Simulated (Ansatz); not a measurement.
# the Ta-Co system: a small convex hull

Computed with Ansatz's Python interface.

Script `hull_taco.py`:
```python
"""Convex hull of a few Ta-Co phases, after relaxing atoms and volume at fixed cell shape."""

from collections import Counter
import warnings

import ansatz as az
import numpy as np
from scipy.spatial import ConvexHull
from tabulate import tabulate

POLARISED = {"TaCo Pm-3m", "TaCo3 Pm-3m", "Co"}


def ground_state(name, crystal):
    calc = (
        crystal.calculation()
        .functional("r2SCAN")
        .basis(550)  # plane waves up to this kinetic energy
        .kpoints(spacing=0.33)  # sampling of the Brillouin zone
        .occupations("fermi_dirac", width=0.05)  # smearing steadies the SCF of a metal
    )
    if name in POLARISED:
        calc = calc.spin("collinear")
    calc = calc.relax(force_tolerance=0.02, fix_cell=["shape"])
    return calc.run()


def counts(outcome):
    return Counter(site.symbol for site in outcome.lattice.sites)

def formation_energy(outcome, mu):
    n = counts(outcome)
    return (outcome.report["energy_sigma0_ev"] - sum(k * mu[element] for element, k in n.items())) / sum(n.values())

warnings.simplefilter("ignore", az.DeckWarning)

phases = {}
taco_pm_3m = (
    az.Lattice.of((3.068399, 0.0, 0.0), (0.0, 3.068399, 0.0), (0.0, 0.0, 3.068399))
    .atom("Ta", (0.0, 0.0, 0.0))
    .atom("Co", (0.5, 0.5, 0.5))
    .moments(Co=2.5)
)
phases["TaCo Pm-3m"] = taco_pm_3m
taco3_pm_3m = (
    az.Lattice.cubic(3.67)
    .space_group(221)
    .atom("Ta", (0.0, 0.0, 0.0))
    .atom("Co", (0.0, 0.5, 0.5))
    .moments(Co=2.5)
)
phases["TaCo3 Pm-3m"] = taco3_pm_3m
ta = (
    az.Lattice.bcc(3.30256)
    .space_group(229)
    .atom("Ta", (0.0, 0.0, 0.0))
    .primitive()
)
phases["Ta"] = ta
co = (
    az.Lattice.from_parameters(2.5074, 2.5074, 4.0699, alpha=90.0, beta=90.0, gamma=120.0)
    .atom("Co", (1 / 3, 2 / 3, 0.25))
    .atom("Co", (2 / 3, 1 / 3, 0.75))
    .moments(Co=2.5)
)
phases["Co"] = co

done = {name: ground_state(name, crystal) for name, crystal in phases.items()}

# chemical potentials of the elements at zero temperature
references = {"Ta": "Ta", "Co": "Co"}
mu = {element: done[name].report["energy_sigma0_ev"] / len(done[name].lattice.sites) for element, name in references.items()}
points = sorted((counts(o)["Co"] / len(o.lattice.sites), formation_energy(o, mu), name) for name, o in done.items())

xy = np.array([(x, e) for x, e, _ in points] + [(0.5, 10.0)])
hull = sorted(tuple(xy[i]) for i in ConvexHull(xy).vertices if xy[i, 1] < 5)
rows = [(name, x, e, e - np.interp(x, *zip(*hull))) for x, e, name in points]
print(tabulate(rows, headers=["phase", "x(Co)", "E_form (eV/atom)", "above hull (eV/atom)"], floatfmt=".4f", tablefmt="plain"))
print("on the hull of these phases:", ", ".join(row[0] for row in rows if row[3] < 1e-6))
```

Running `python hull_taco.py` prints:
```text
phase          x(Co)    E_form (eV/atom)    above hull (eV/atom)
Ta            0.0000              0.0000                  0.0000
TaCo Pm-3m    0.5000             -0.2311                  0.0000
TaCo3 Pm-3m   0.7500             -0.1064                  0.0092
Co            1.0000              0.0000                  0.0000
on the hull of these phases: Ta, TaCo Pm-3m, Co
```

Notes:
- Other magnetic orders than the one started from may lie lower.
- For the metals among these phases the mesh is modest: differences between phases can be off by up to 40 meV an atom.
- Atoms and volume are relaxed with the cell's shape held, which in cells of lower than cubic symmetry can hide stresses and shift volumes.
- Spin-orbit coupling, which matters for elements this heavy, is left out.
- r2SCAN tends to overestimate the moments of itinerant magnets.
- The cells come from databases of deposited and of computed structures, and not all need be stable phases.
- Differences under about 40 meV an atom lie within the error of mesh and functional, so such verdicts may flip; only the cells listed enter the hull.
- The whole script took 2.4 min on 1 thread of Arm Neoverse V2, with other jobs on the host, peak memory 0.67 GiB.

(Lines on the test bed's own set-up are left out of the output.)
